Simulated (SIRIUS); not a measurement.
The system is TiSn.

```
Ti Sn
1.0
     0.00000    2.80055    2.80055
     2.80055    0.00000    2.80055
     2.80055    2.80055    0.00000
Ti Sn
1 1
Direct
  0.00000 0.00000 0.00000
  0.50000 0.50000 0.50000
```

The cell was built by a generator and needn't be a form met in nature.

Base run:

- Program: SIRIUS 7.10.0
- Functional: LDA
- Potentials or basis: PseudoDojo 0.4.1 PBE standard (scalar relativistic)
- Cutoff: 1152 eV
- Density cutoff: 4606 eV
- k mesh: 8 × 8 × 8
- Occupations: fermi-dirac, width 0.05 eV
- Spin: no spin polarisation

Its results: band gap on the k mesh none (metal or under the smearing width); pressure -6.1 GPa.

**Question.** After a change of settings the same cell gave: band gap on the k mesh none (metal or under the smearing width); pressure -2.2 GPa. Which change was it?
A. functional from LDA to B86bPBE; libxc names from ["XC_LDA_X", "XC_LDA_C_PW"] to ["XC_GGA_X_B86_MGC", "XC_GGA_C_PBE"]
B. functional from LDA to AM05; libxc names from ["XC_LDA_X", "XC_LDA_C_PW"] to ["XC_GGA_X_AM05", "XC_GGA_C_AM05"]
C. functional from LDA to RGE2; libxc names from ["XC_LDA_X", "XC_LDA_C_PW"] to ["XC_GGA_X_RGE2", "XC_GGA_C_RGE2"]
D. functional from LDA to PW91; libxc names from ["XC_LDA_X", "XC_LDA_C_PW"] to ["XC_GGA_X_PW91", "XC_GGA_C_PW91"]

**Answer.** C.

Caveats: the potentials were made for another functional, which shifts forces and pressure.
